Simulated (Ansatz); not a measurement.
# Si4Ge2H14: basis-set convergence

One table from this session's results is given with a row withheld; the runs are named, their logs left out.

Method: one geometry, several basis sets; program: Ansatz 0.2.0, Gaussian basis.

Plan: PBE0-D4/def2-SVP; ωB97M-V/def2-SVP; PBE0-D4/def2-QZVPP; ωB97M-V/def2-QZVPP; the functionals' def2-TZVPP values are taken from earlier runs.

## Structure used throughout

The geometry comes from an earlier relaxation with PBE0-D4 in a triple-zeta def2 set; it is a stationary point, not always the lowest conformer.

SMILES `[SiH3][SiH2][GeH2][GeH2][SiH2][SiH3]`, 20 atoms, charge 0, spin multiplicity 1.

Atoms are counted from 1 here; the program's logs count them from 0.

Bond lengths: Si1–Si2 2.339 Å, Si1–H7 1.488 Å, Si1–H8 1.487 Å, Si1–H9 1.487 Å, Si2–Ge3 2.383 Å, Si2–H10 1.490 Å, Si2–H11 1.490 Å, Ge3–Ge4 2.428 Å, Ge3–H12 1.540 Å, Ge3–H13 1.541 Å, Ge4–Si5 2.379 Å, Ge4–H14 1.541 Å, Ge4–H15 1.541 Å, Si5–Si6 2.338 Å, Si5–H16 1.490 Å, Si5–H17 1.489 Å, Si6–H18 1.488 Å, Si6–H19 1.487 Å and more. Angles: Si2–Si1–H7 110.2°, Si2–Si1–H8 109.9°, Si2–Si1–H9 110.9°, H7–Si1–H8 108.8°, H7–Si1–H9 108.4°, H8–Si1–H9 108.7°, Si1–Si2–Ge3 112.5°, Si1–Si2–H10 108.4°, Si1–Si2–H11 109.7°, Ge3–Si2–H10 109.3°, Ge3–Si2–H11 108.9°, H10–Si2–H11 107.9°, Si2–Ge3–Ge4 111.2°, Si2–Ge3–H12 109.6°, Si2–Ge3–H13 109.8°, Ge4–Ge3–H12 109.2°, Ge4–Ge3–H13 109.3°, H12–Ge3–H13 107.6° and more.

Set-up of the first run:

Input file in.yaml:

```yaml
crystal:
  periodic: [false, false, false]
  atoms:
    - {symbol: Si, position_ang: [-1.680093, 2.119674, 0.206738]}
    - {symbol: Si, position_ang: [-1.358791, 0.658494, 2.004261]}
    - {symbol: Ge, position_ang: [0.816924, -0.314347, 2.012447]}
    - {symbol: Ge, position_ang: [0.952019, -2.179679, 0.464112]}
    - {symbol: Si, position_ang: [0.120631, -1.526790, -1.667676]}
    - {symbol: Si, position_ang: [1.254003, 0.394243, -2.367734]}
    - {symbol: H, position_ang: [-3.008545, 2.781493, 0.315151]}
    - {symbol: H, position_ang: [-0.622295, 3.165061, 0.209565]}
    - {symbol: H, position_ang: [-1.623421, 1.389130, -1.087321]}
    - {symbol: H, position_ang: [-1.564725, 1.418011, 3.270066]}
    - {symbol: H, position_ang: [-2.374970, -0.430218, 1.953415]}
    - {symbol: H, position_ang: [1.859926, 0.747964, 1.616579]}
    - {symbol: H, position_ang: [1.164742, -0.803390, 3.432247]}
    - {symbol: H, position_ang: [2.417791, -2.637764, 0.341643]}
    - {symbol: H, position_ang: [0.132443, -3.355817, 1.028403]}
    - {symbol: H, position_ang: [0.300356, -2.619986, -2.663346]}
    - {symbol: H, position_ang: [-1.336549, -1.250059, -1.538035]}
    - {symbol: H, position_ang: [2.657178, 0.037241, -2.711371]}
    - {symbol: H, position_ang: [0.609017, 1.015285, -3.555481]}
    - {symbol: H, position_ang: [1.284368, 1.391457, -1.263675]}
basis:
  gaussian: {orbitals: def2-SVP}
hamiltonian: {xc: pbe0, dispersion: d4}
output: {orbitals: {seedname: orbitals}}
```

Steps of the session up to this table: PBE0-D4 in def2-SVP; ωB97M-V in def2-SVP; PBE0-D4 in def2-QZVPP; ωB97M-V in def2-QZVPP.

One table of the session follows, with a row left open; its other results are not shown here.

It belongs to the step «Functionals by basis». 

```
functional       basis  HOMO (eV)
   PBE0-D4    def2-SVP      -7.74
   PBE0-D4  def2-TZVPP      -7.69
   PBE0-D4  def2-QZVPP      -7.69
   ωB97M-V    def2-SVP      -9.62
   ωB97M-V  def2-TZVPP          ?
   ωB97M-V  def2-QZVPP      -9.60
```

**Question.** Estimate the row for ωB97M-V, def2-TZVPP.

The run gave: HOMO (eV): -9.61. In the column «HOMO (eV)» it lies between ωB97M-V, def2-SVP (-9.62) and ωB97M-V, def2-QZVPP (-9.60).
